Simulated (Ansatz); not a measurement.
# TiAl4Ni3: the cost of one run

Method: DFT PBE, scalar-relativistic, plane waves, PAW, in Ansatz 0.2.0.

1 further run of the same task is left out (it didn't finish). Runs told in other sessions of the task aren't counted.

## Step 1: The structure to begin with

The structure is tetragonal, space group P4/mmm (No. 123). The conventional cell has a = 4.029 Å, b = 4.029 Å, c = 6.505 Å, α = 90.00°, β = 90.00°, γ = 90.00°. Ti (site symmetry 4/mmm) is surrounded by 8 Al at 2.68 Å and 4 Ni at 2.85 Å. Al (site symmetry 2mm) is surrounded by 6 Ni at 2.50 to 2.68 Å and 2 Ti at 2.68 Å and 5 Al at 2.85 to 2.97 Å. Ni (site symmetry 4/mmm) is surrounded by 8 Al at 2.50 Å and 4 Ni at 2.85 Å. Around Ni (site symmetry 4/mmm) lie 8 Al at 2.68 Å and 4 Ti at 2.85 Å.

Coordinates:

```cif
data_structure
_symmetry_space_group_name_H-M 'P4/mmm'
_symmetry_Int_Tables_number 123
_cell_length_a 4.0288
_cell_length_b 4.0288
_cell_length_c 6.5051
_cell_angle_alpha 90.000
_cell_angle_beta 90.000
_cell_angle_gamma 90.000
_cell_volume 105.59
loop_
_atom_site_label
_atom_site_type_symbol
_atom_site_symmetry_multiplicity
_atom_site_Wyckoff_symbol
_atom_site_fract_x
_atom_site_fract_y
_atom_site_fract_z
_atom_site_occupancy
Ti1 Ti 1 d 0.50000 0.50000 0.50000 1
Al1 Al 4 i 0.50000 0.00000 0.77165 1
Ni1 Ni 1 a 0.00000 0.00000 0.00000 1
Ni2 Ni 1 c 0.50000 0.50000 0.00000 1
Ni3 Ni 1 b 0.00000 0.00000 0.50000 1
```

The start is the relaxed end of an invented cell (made as: elements ordered on the sites of the AlNi type, Ti/Ni on Ni (P4/mmm, No. 123)), taken up again for a closer look.

## Step 2: Probe: one point on a coarse mesh

input.yaml

```yaml
crystal:
  lattice:
    - [4.0288257, 0.0, 0.0]
    - [0.0, 4.0288257, 0.0]
    - [0.0, 0.0, 6.5051085]
  atoms:
    - { symbol: Ti, position: [0.5, 0.5, 0.5] }
    - { symbol: Al, position: [0.5, 0.0, 0.771649] }
    - { symbol: Al, position: [0.0, 0.5, 0.771649] }
    - { symbol: Al, position: [0.5, 0.0, 0.228351] }
    - { symbol: Al, position: [0.0, 0.5, 0.228351] }
    - { symbol: Ni, position: [0.0, 0.0, 0.0] }
    - { symbol: Ni, position: [0.5, 0.5, 0.0] }
    - { symbol: Ni, position: [0.0, 0.0, 0.5] }
basis:
  ecutwfc: 420
kpoints:
  mp_grid: { grid: [4, 4, 4] }
hamiltonian:
  xc: pbe
scf:
  occupations: { method: gaussian, width: 0.1 }
  lower_state_search: "off"
output:
  forces: true
  stress: true
  eigenvalues: true
```

Command:

```sh
> ansatz run input.yaml --threads 4 --pin off --max-ram 8192MiB --backend cpu --events-out ev --progress --plain --runs-dir out
```

Q: Estimate wall time and peak memory on 4 threads of Arm Neoverse V2, shared host.

About 1.6 s, with a peak of 0.47 GiB.
